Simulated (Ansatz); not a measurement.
# Ti5AlN6: the cost of one run

Computed with Ansatz 0.2.0 (DFT PBE, scalar-relativistic, plane waves, PAW, unless a step's input says otherwise).

1 further run of the same task is left out (for a known fault of the program). Runs told in other sessions of the task aren't counted.

## 1. The structure to begin with

It takes space group P4/mmm (No. 123, tetragonal). Conventional cell: a = 2.981 Å, b = 2.981 Å, c = 12.734 Å, α = 90.00°, β = 90.00°, γ = 90.00°. Ti (site symmetry 4mm) is surrounded by 6 N at 2.09 to 2.17 Å. Ti (site symmetry 4mm) has 6 N at 2.11 to 2.19 Å in its first shell of neighbours. Around Ti (site symmetry 4/mmm) lie 6 N at 2.11 Å. Around Al (site symmetry 4/mmm) lie 6 N at 2.04 to 2.11 Å. N (site symmetry 4mm) has 1 Al at 2.04 Å and 5 Ti at 2.11 to 2.19 Å in its first shell of neighbours. N (site symmetry 4mm) has 6 Ti at 2.09 to 2.11 Å in its first shell of neighbours. N (site symmetry 4/mmm) is surrounded by 6 Ti at 2.11 to 2.14 Å. Around N (site symmetry 4/mmm) lie 4 Al at 2.11 Å and 2 Ti at 2.17 Å.

Coordinates:

```cif
data_structure
_symmetry_space_group_name_H-M 'P4/mmm'
_symmetry_Int_Tables_number 123
_cell_length_a 2.9805
_cell_length_b 2.9805
_cell_length_c 12.7342
_cell_angle_alpha 90.000
_cell_angle_beta 90.000
_cell_angle_gamma 90.000
_cell_volume 113.12
loop_
_atom_site_label
_atom_site_type_symbol
_atom_site_symmetry_multiplicity
_atom_site_Wyckoff_symbol
_atom_site_fract_x
_atom_site_fract_y
_atom_site_fract_z
_atom_site_occupancy
Ti1 Ti 2 h 0.50000 0.50000 0.17020 1
Ti2 Ti 2 g 0.00000 0.00000 0.33169 1
Ti3 Ti 1 d 0.50000 0.50000 0.50000 1
Al1 Al 1 a 0.00000 0.00000 0.00000 1
N1 N 2 g 0.00000 0.00000 0.15986 1
N2 N 2 h 0.50000 0.50000 0.33418 1
N3 N 1 b 0.00000 0.00000 0.50000 1
N4 N 1 c 0.50000 0.50000 0.00000 1
```

The cell was relaxed beforehand at this level, from a generated guess; it is a trial structure. At a tolerance of 0.05 Å it has space group P4/mmm (No. 123); it has 9.43 Å³/atom, an uncorrected energy of -1.59 eV/atom over the elements.

## 2. Bands, states and charges

input.yaml

```yaml
crystal:
  lattice:
    - [2.9805092, 0.0, 0.0]
    - [0.0, 2.9805092, 0.0]
    - [0.0, 0.0, 12.7342438]
  atoms:
    - { symbol: Ti, position: [0.5, 0.5, 0.170197] }
    - { symbol: Ti, position: [0.0, 0.0, 0.331688] }
    - { symbol: Ti, position: [0.5, 0.5, 0.5] }
    - { symbol: Ti, position: [0.0, 0.0, 0.668312] }
    - { symbol: Ti, position: [0.5, 0.5, 0.829803] }
    - { symbol: Al, position: [0.0, 0.0, 0.0] }
    - { symbol: "N", position: [0.0, 0.0, 0.159857] }
    - { symbol: "N", position: [0.5, 0.5, 0.334183] }
    - { symbol: "N", position: [0.0, 0.0, 0.5] }
    - { symbol: "N", position: [0.5, 0.5, 0.665817] }
    - { symbol: "N", position: [0.0, 0.0, 0.840143] }
    - { symbol: "N", position: [0.5, 0.5, 0.0] }
basis:
  ecutwfc: 420
kpoints:
  mp_grid: { grid: [12, 12, 4] }
  band_path:
    path:
      - [[0.0, 0.0, 0.0], [0.0, 0.5, 0.0], [0.5, 0.5, 0.0], [0.0, 0.0, 0.0], [0.0, 0.0, 0.5], [0.0, 0.5, 0.5], [0.5, 0.5, 0.5], [0.0, 0.0, 0.5]]
      - [[0.0, 0.5, 0.0], [0.0, 0.5, 0.5]]
      - [[0.5, 0.5, 0.0], [0.5, 0.5, 0.5]]
    npoints: 10
hamiltonian:
  xc: pbe
scf:
  occupations: { method: gaussian, width: 0.1 }
  n_extra_bands: 30
output:
  forces: true
  stress: true
  eigenvalues: true
  populations: true
  dos: { projected: true, de: 0.02, nscf_kmesh: { grid: [15, 15, 5] } }
  bader: false
  write_density: true
  write_potential: true
  elf: true
  volumetric_format: npy
```

Run with:

```sh
$ ansatz run input.yaml --threads 4 --pin off --max-ram 8192MiB --backend cpu --events-out ev --progress --plain --runs-dir out
```

What time and memory should one allow on 4 threads of Intel Xeon Platinum 8259CL at 2.50GHz (Skylake/Cascade Lake), shared host?

About 30 s, with a peak of 1.1 GiB.
